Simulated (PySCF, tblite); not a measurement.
# C₅H₈BrPSi: geometry, infrared bands and NMR shifts

What infrared bands and NMR shifts should C₅H₈BrPSi (`C#C[Si@@H](P)C1(Br)CC1`) show?

Programs: tblite 0.8.0 and PySCF 2.14.0, with density-fitted response routines of our own. Each step states its level of theory. These are calculated values for one molecule in the gas phase, unless marked as measured. Atoms count from 0, in the outputs and in this text.

**1. Starting geometry**

16 atoms, charge 0, multiplicity 1; geometry from: force field or distance geometry start.

Bonds of the start (Å): C0–C1 1.21, C1–Si2 1.80, Si2–P3 2.19, Si2–C4 1.85, C4–Br5 1.95, C4–C6 1.53, C6–C7 1.50, C7–C4 1.49, C0–H8 1.06, Si2–H9 1.47, P3–H10 1.45, P3–H11 1.45, C6–H12 1.12, C6–H13 1.09, C7–H14 1.13, C7–H15 1.10.

**2. Optimising the geometry with GFN2-xTB**

Job settings and geometry (Å):

```
{"job": {"kind": "relax", "xc": "GFN2-xTB", "basis": "xTB"}, "charge": 0, "multiplicity": 1}
C      2.042000     1.747300     1.751700
C      1.611900     1.116700     0.812700
Si     0.989800     0.125200    -0.558400
P      1.218200    -2.019400    -0.152100
C     -0.810600     0.409500    -0.902000
Br    -1.264200     0.870300    -2.744600
C     -1.702200    -0.691400    -0.334800
C     -1.801100     0.725200     0.162500
H      2.409100     2.299200     2.575400
H      1.728600     0.494200    -1.775900
H      2.600700    -2.398200    -0.398700
H      0.789900    -2.383900     1.180300
H     -1.206100    -1.415200     0.353800
H     -2.400600    -1.106300    -1.055200
H     -2.787600     1.219900    -0.085300
H     -1.425400     1.015800     1.159100
```

Launch:

```
$ OMP_NUM_THREADS=1 python probes_run.py task.json out
```

One launch serves the whole session: the jobs run in the order shown.

**Question.** This job is followed by: GFN2-xTB harmonic vibrations, gas phase; GIAO PBE0/pcSseg-1 NMR shielding, non-relativistic, gas phase. What will the session give for the following? strongest single infrared mode (GFN2-xTB); zero-point energy (GFN2-xTB); 13C shifts against TMS (PBE0/pcSseg-1); 1H shifts against TMS (PBE0/pcSseg-1, means over atoms taken as alike); 29Si shifts against TMS (PBE0/pcSseg-1); 31P shifts against H3PO4 (PBE0/pcSseg-1); 79Br shifts against HBr (PBE0/pcSseg-1).

As calculated:

| quantity | value |
| --- | --- |
| strongest single infrared mode (GFN2-xTB) | 2217 cm⁻¹, 174 km/mol |
| zero-point energy (GFN2-xTB) | 66.2 kcal/mol |
| 13C shifts against TMS (PBE0/pcSseg-1) | 105.7, 88.9, 33.2, 15.9, 15.2 ppm |
| 1H shifts against TMS (PBE0/pcSseg-1, means over atoms taken as alike) | 5.03, 2.18, 1.23, 1.21, 1.18, 1.15, 0.67 ppm |
| 29Si shifts against TMS (PBE0/pcSseg-1) | -31.0 ppm |
| 31P shifts against H3PO4 (PBE0/pcSseg-1) | -289.9 ppm |
| 79Br shifts against HBr (PBE0/pcSseg-1) | 559 ppm |

What this shows: Over 162 steps the energy fell by 1.021 eV; of the close pairs, P3–H10 changed most, 1.455 to 1.380 Å. No mode is imaginary among the 42: a minimum at this level. The strongest single mode, at 2217 cm⁻¹, moves mainly H9. Unscaled tight-binding wavenumbers are off by several per cent, some by more. Its intensities can rank the bands wrongly. C4 stands next to heavy halogen, whose spin-orbit shielding this run leaves out, so the computed shift lies too far downfield, most of all for carbon beside Br or I. At PBE0/pcSseg-1: The widest tensor belongs to Br5: span 1551 ppm, with a paramagnetic part of -1059 ppm. Spin-orbit coupling is left out, which matters for shieldings and couplings at and beside the heavy atoms.
